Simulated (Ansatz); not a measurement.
**BBrH₄OSi: how energies converge with the basis set**

An exercise on one series of results from a longer session: the logs are not shown, and one member is left open.

Method: one geometry, several basis sets; program: Ansatz 0.2.0, Gaussian basis.

Plan: PBE0-D4/def2-SVP; ωB97M-V/def2-SVP; PBE0-D4/def2-QZVPP; ωB97M-V/def2-QZVPP; the functionals' def2-TZVPP values are taken from earlier runs.

### The geometry

An earlier PBE0-D4 in a triple-zeta def2 set relaxation fixed the geometry.

8 atoms, charge 0, spin multiplicity 1.

Atoms are counted from 1 here; the program's logs count them from 0.

Bond lengths: B1–O2 1.353 Å, B1–H5 1.203 Å, B1–H6 1.197 Å, O2–Si3 1.647 Å, Si3–Br4 2.209 Å, Si3–H7 1.479 Å, Si3–H8 1.475 Å. Angles: O2–B1–H5 119.8°, O2–B1–H6 117.9°, H5–B1–H6 122.3°, B1–O2–Si3 130.6°, O2–Si3–Br4 109.3°, O2–Si3–H7 110.4°, O2–Si3–H8 107.6°, Br4–Si3–H7 108.1°, Br4–Si3–H8 108.3°, H7–Si3–H8 113.1°.

The first run:

The input, in.yaml:

```yaml
crystal:
  periodic: [false, false, false]
  atoms:
    - {symbol: B, position_ang: [-0.499027, 1.477386, -0.260772]}
    - {symbol: O, position_ang: [-0.741930, 0.184476, 0.055375]}
    - {symbol: Si, position_ang: [0.294737, -1.062786, 0.340831]}
    - {symbol: Br, position_ang: [0.537237, -2.247235, -1.507378]}
    - {symbol: H, position_ang: [0.634526, 1.871250, -0.340841]}
    - {symbol: H, position_ang: [-1.439288, 2.194494, -0.444029]}
    - {symbol: H, position_ang: [1.624303, -0.548084, 0.734290]}
    - {symbol: H, position_ang: [-0.318360, -1.926601, 1.366725]}
basis:
  gaussian: {orbitals: def2-SVP}
hamiltonian: {xc: pbe0, dispersion: d4}
output: {orbitals: {seedname: orbitals}}
```

Launch:

```bash
> ansatz run in.yaml --threads 4 --pin off --events-out ev --progress --plain --max-ram 10444MiB
```

Steps of the session up to this table: PBE0-D4 in def2-SVP; ωB97M-V in def2-SVP; PBE0-D4 in def2-QZVPP; ωB97M-V in def2-QZVPP.

One of the session's tables, all rows but one given; the rest of the session is left out.

It belongs to the step «Functionals by basis». 

```
functional       basis  HOMO (eV)
   PBE0-D4    def2-SVP      -8.52
   PBE0-D4  def2-TZVPP      -8.61
   PBE0-D4  def2-QZVPP      -8.62
   ωB97M-V    def2-SVP          ?
   ωB97M-V  def2-TZVPP     -10.83
   ωB97M-V  def2-QZVPP     -10.85
```

Estimate the missing values for ωB97M-V, def2-SVP.

The run gave: HOMO (eV): -10.71. In the column «HOMO (eV)» it lies between ωB97M-V, def2-TZVPP (-10.83) and PBE0-D4, def2-QZVPP (-8.62).
